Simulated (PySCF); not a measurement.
# From one method to the next for RbF⁻

Aim: see what other levels and later steps give for RbF⁻.

Program: PySCF 2.14.0. Level of theory: each script names its method and basis. These are calculated values, not measurements.

2 further runs of the same task are left out: 1 for a known fault of the program, 1 that didn't finish.

**1. Where the work starts**

RbF⁻: 2 atoms, charge -1, spin multiplicity 2.

Bond lengths: Rb1–F2 2.452 Å.

**2. The run that the others are compared with**

Input file input.py:

```python
from pyscf import gto, scf, tdscf

mol = gto.M(
    atom='Rb 0 0 0; F 0 0 2.452',
    basis='crenbl',
    ecp={'Rb': 'crenbl', 'F': 'crenbl'},
    charge=-1,
    spin=1,
    verbose=3,
)
mf = scf.UHF(mol)
mf.kernel()
td = tdscf.TDA(mf)
td.nstates = 3
td.kernel()
td.analyze(verbose=3)
mf.dip_moment()
print('orbital energies (hartree):', [e[max(0, n-3):n+3].round(4) for e, n in zip(mf.mo_energy, mol.nelec)])
```

The run is started by

```sh
OMP_NUM_THREADS=1 python input.py
```

Its log is not repeated here.

In short: E(SCF) = -47.708284 Eh, ⟨S²⟩ = 0.750, excitations 0.93, 0.93, 1.59 eV.

The bond length is a typed value, not an optimised one. The dipole of an ion depends on the origin.

**3. MP2**

Run 1 changes step after the SCF: tda → mp2.

Input file input.py:

```python
from pyscf import gto, scf, mp

mol = gto.M(
    atom='Rb 0 0 0; F 0 0 2.452',
    basis='crenbl',
    ecp={'Rb': 'crenbl', 'F': 'crenbl'},
    charge=-1,
    spin=1,
    verbose=3,
)
mf = scf.UHF(mol)
mf.kernel()
mp.MP2(mf).kernel()
mf.dip_moment()
print('orbital energies (hartree):', [e[max(0, n-3):n+3].round(4) for e, n in zip(mf.mo_energy, mol.nelec)])
```

The run is started by

```sh
OMP_NUM_THREADS=1 python input.py
```

**4. RHF**

Run 2 changes SCF type: UHF → RHF.

input.py: that of step 2 with these lines changed.

```diff
@@ -10,3 +10,3 @@
 )
-mf = scf.UHF(mol)
+mf = scf.RHF(mol)
 mf.kernel()
@@ -17,2 +17,2 @@
 mf.dip_moment()
-print('orbital energies (hartree):', [e[max(0, n-3):n+3].round(4) for e, n in zip(mf.mo_energy, mol.nelec)])
+print('orbital energies (hartree):', mf.mo_energy[..., max(0, mol.nelec[1]-3):mol.nelec[0]+3].round(4))
```

**5. Geometry optimisation**

Run 3 changes step after the SCF: tda → optimize.

Input file input.py:

```python
from pyscf import gto, scf
from pyscf.geomopt.geometric_solver import optimize

mol = gto.M(
    atom='Rb 0 0 0; F 0 0 2.452',
    basis='crenbl',
    ecp={'Rb': 'crenbl', 'F': 'crenbl'},
    charge=-1,
    spin=1,
    verbose=3,
)
mf = scf.UHF(mol)
mf.kernel()
mol_eq = optimize(mf, maxsteps=30)
print('optimised geometry (angstrom)')
print(mol_eq.tostring('raw'))
print('orbital energies (hartree):', [e[max(0, n-3):n+3].round(4) for e, n in zip(mf.mo_energy, mol.nelec)])
```

**6. SCF alone**

Run 4 changes step after the SCF: tda → none.

input.py: that of step 2 with these lines changed.

```diff
@@ -1,2 +1,2 @@
-from pyscf import gto, scf, tdscf
+from pyscf import gto, scf
 
@@ -12,6 +12,2 @@
 mf.kernel()
-td = tdscf.TDA(mf)
-td.nstates = 3
-td.kernel()
-td.analyze(verbose=3)
 mf.dip_moment()
```

Before running it: what results should come out? Wanted: for each run, E(SCF); from base; after the SCF.

As calculated:

```csv
run,E(SCF) (hartree),from base (eV),after the SCF
base,-47.708284,0,lowest root found 0.93 eV
MP2,-47.708284,0.0000,MP2 correlation -4.647 eV
RHF,-47.708260,+0.0007,lowest root found 0.96 eV
geometry optimisation,-47.708284,0.0000,"bond 2.472 Å, -0.001 eV"
SCF alone,-47.708284,0.0000,n/a
```

SCF columns refer to the geometry typed in the script.

**Reading.** Total energies from different bases, Hamiltonians or methods carry different errors, so properties are taken as differences within one set-up.
